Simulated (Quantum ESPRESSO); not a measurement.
# Sb (P2_1/m) in Quantum ESPRESSO: single point with PBEsol

Aim: the single point of Sb with PBEsol.

Everything below comes from runs of Quantum ESPRESSO 7.5. Logs are shortened: lines on timing, memory, paths and dates and some standing lists are left out, and cuts for length are marked.

## 1. The crystal as given

Symmetry: P2_1/m, No. 11, monoclinic system. Conventional cell: a = 3.122 Å, b = 4.348 Å, c = 4.406 Å, α = 90.00°, β = 90.51°, γ = 90.00°. Around Sb (site symmetry m) lie 6 Sb at 3.04 to 3.15 Å.

This isn't the form of Sb at room conditions, which is rhombohedral.

## 2. Single point, PBEsol

scf.in reads:

```
&CONTROL
  calculation = 'scf'
  prefix = 'pwscf'
  outdir = './tmp'
  pseudo_dir = './pseudo'
/
&SYSTEM
  ibrav = 0
  nat = 2
  ntyp = 1
  ecutwfc = 80
  nbnd = 22
  occupations = 'smearing'
  smearing = 'fd'
  degauss = 0.00367493
  force_symmorphic = .true.
/
&ELECTRONS
  conv_thr = 4d-10
  electron_maxstep = 120
  mixing_beta = 0.5
/
ATOMIC_SPECIES
Sb   121.7600 Sb.upf
CELL_PARAMETERS angstrom
   3.1224020000    0.0000000000    0.0000000000
   0.0000000000    4.3475180000    0.0000000000
  -0.0389150000    0.0000000000    4.4058520000
ATOMIC_POSITIONS crystal
Sb     0.0113890000    0.2500000000    0.2411660000
Sb     0.9886110000    0.7500000000    0.7588340000
K_POINTS automatic
10 6 6 0 0 0
```

nscf.in reads:

```
&CONTROL
  calculation = 'nscf'
  prefix = 'pwscf'
  outdir = './tmp'
  pseudo_dir = './pseudo'
/
&SYSTEM
  ibrav = 0
  nat = 2
  ntyp = 1
  ecutwfc = 80
  nbnd = 45
  occupations = 'smearing'
  smearing = 'fd'
  degauss = 0.00367493
  force_symmorphic = .true.
/
&ELECTRONS
  conv_thr = 1d-08
  diago_full_acc = .true.
  diago_thr_init = 1d-06
/
ATOMIC_SPECIES
Sb   121.7600 Sb.upf
CELL_PARAMETERS angstrom
   3.1224020000    0.0000000000    0.0000000000
   0.0000000000    4.3475180000    0.0000000000
  -0.0389150000    0.0000000000    4.4058520000
ATOMIC_POSITIONS crystal
Sb     0.0113890000    0.2500000000    0.2411660000
Sb     0.9886110000    0.7500000000    0.7588340000
K_POINTS automatic
6 6 6 0 0 0
```

Potentials or basis: PseudoDojo 0.4.1 SR PBEsol standard.

The run is started by

```sh
$ OMP_NUM_THREADS=1 pw.x -in scf.in > scf.out
$ OMP_NUM_THREADS=1 pw.x -in nscf.in > nscf.out
```

scf.out:

```text
This program is part of the open-source Quantum ESPRESSO suite
     for quantum simulation of materials; please cite
         "P. Giannozzi et al., J. Phys.:Condens. Matter 21 395502 (2009);
         "P. Giannozzi et al., J. Phys.:Condens. Matter 29 465901 (2017);
         "P. Giannozzi et al., J. Chem. Phys. 152 154105 (2020);
     in publications or presentations arising from this work. More details at

     Message from routine setup:
     using ibrav=0 with symmetry is DISCOURAGED, use correct ibrav instead

     G-vector sticks info
     --------------------
     sticks:   dense  smooth     PW     G-vecs:    dense   smooth      PW
     Sum        1231    1231    363                39029    39029    6213

     Using Slab Decomposition

     bravais-lattice index     =            0
     lattice parameter (alat)  =       5.9005  a.u.
     unit-cell volume          =     403.6052 (a.u.)^3
     number of atoms/cell      =            2
     number of atomic types    =            1
     number of electrons       =        30.00
     number of Kohn-Sham states=           22
     kinetic-energy cutoff     =      80.0000  Ry
     charge density cutoff     =     320.0000  Ry
     scf convergence threshold =      4.0E-10
     mixing beta               =       0.5000
     number of iterations used =            8  plain     mixing
     Exchange-correlation= PBESOL
                           (   1   4  10   8   0   0   0)

     celldm(1)=   5.900485  celldm(2)=   0.000000  celldm(3)=   0.000000
     celldm(4)=   0.000000  celldm(5)=   0.000000  celldm(6)=   0.000000

     crystal axes: (cart. coord. in units of alat)
               a(1) = (   1.000000   0.000000   0.000000 )
               a(2) = (   0.000000   1.392363   0.000000 )
               a(3) = (  -0.012463   0.000000   1.411046 )

     reciprocal axes: (cart. coord. in units 2 pi/alat)
               b(1) = (  1.000000 -0.000000  0.008833 )
               b(2) = (  0.000000  0.718203 -0.000000 )
               b(3) = (  0.000000  0.000000  0.708694 )

     PseudoPot. # 1 for Sb read from file:
     Sb.upf
     Pseudo is Norm-conserving + core correction, Zval = 15.0
     Generated using ONCVPSP code by D. R. Hamann
     Using radial grid of 1434 points,  6 beta functions with:
                l(1) =   0
                l(2) =   0
                l(3) =   1
                l(4) =   1
                l(5) =   2
                l(6) =   2

     atomic species   valence    mass     pseudopotential
     Sb               15.00   121.76000     Sb( 1.00)

      2 Sym. Ops., with inversion, found

   Cartesian axes

     site n.     atom                  positions (alat units)
         1        Sb     tau(   1) = (   0.0083833   0.3480908   0.3402963  )
         2        Sb     tau(   2) = (   0.9791535   1.0442725   1.0707495  )

     number of k points=   184  Fermi-Dirac smearing, width (Ry)=  0.0037

     Number of k-points >= 100: set verbosity='high' to print them.

     Dense  grid:    39029 G-vectors     FFT dimensions: (  36,  48,  48)

     Initial potential from superposition of free atoms

     starting charge      29.9990, renormalised to      30.0000
     Starting wfcs are   18 randomized atomic wfcs +    4 random wfcs

     Self-consistent Calculation

     iteration #  1     ecut=    80.00 Ry     beta= 0.50
     Davidson diagonalization with overlap
     ethr =  1.00E-02,  avg # of iterations =  5.0

     Threshold (ethr) on eigenvalues was too large:
     Diagonalizing with lowered threshold

     Davidson diagonalization with overlap
     ethr =  1.66E-05,  avg # of iterations =  6.9

     total energy              =    -363.12633952 Ry
     estimated scf accuracy    <       0.00513409 Ry

     iteration #  2     ecut=    80.00 Ry     beta= 0.50
     Davidson diagonalization with overlap
     ethr =  1.71E-05,  avg # of iterations =  1.0

     total energy              =    -363.12649910 Ry
     estimated scf accuracy    <       0.00102175 Ry

     iteration #  3     ecut=    80.00 Ry     beta= 0.50
     Davidson diagonalization with overlap
     ethr =  3.41E-06,  avg # of iterations =  1.8

     total energy              =    -363.12653356 Ry
     estimated scf accuracy    <       0.00004229 Ry

     iteration #  4     ecut=    80.00 Ry     beta= 0.50
     Davidson diagonalization with overlap
     ethr =  1.41E-07,  avg # of iterations =  2.1

     total energy              =    -363.12653809 Ry
     estimated scf accuracy    <       0.00000119 Ry

     iteration #  5     ecut=    80.00 Ry     beta= 0.50
     Davidson diagonalization with overlap
     ethr =  3.95E-09,  avg # of iterations =  3.6

     total energy              =    -363.12653846 Ry
     estimated scf accuracy    <       0.00000009 Ry

     iteration #  6     ecut=    80.00 Ry     beta= 0.50
     Davidson diagonalization with overlap
     ethr =  2.94E-10,  avg # of iterations =  2.6

     total energy              =    -363.12653848 Ry
     estimated scf accuracy    <       0.00000001 Ry

     iteration #  7     ecut=    80.00 Ry     beta= 0.50
     Davidson diagonalization with overlap
     ethr =  3.46E-11,  avg # of iterations =  2.0

     total energy              =    -363.12653849 Ry
     estimated scf accuracy    <          5.8E-10 Ry

     iteration #  8     ecut=    80.00 Ry     beta= 0.50
     Davidson diagonalization with overlap
     ethr =  1.94E-12,  avg # of iterations =  2.6

     End of self-consistent calculation

     Number of k-points >= 100: set verbosity='high' to print the bands.

     the Fermi energy is    10.2675 ev

!    total energy              =    -363.12653849 Ry
     estimated scf accuracy    <          1.4E-10 Ry
     smearing contrib. (-TS)   =      -0.00080548 Ry
     internal energy E=F+TS    =    -363.12573301 Ry

     The total energy is F=E-TS. E is the sum of the following terms:
     one-electron contribution =    -142.46578091 Ry
     hartree contribution      =      86.94355997 Ry
     xc contribution           =     -90.00451683 Ry
     ewald contribution        =    -217.59899524 Ry

     convergence has been achieved in   8 iterations

=------------------------------------------------------------------------------=
   JOB DONE.
=------------------------------------------------------------------------------=
```

It took 4.9 min on 1 thread of Arm Neoverse V2, shared host; peak memory 0.36 GiB.

What came out:

* Band gap on the k mesh, mean-field level: none (metal or under the smearing width)
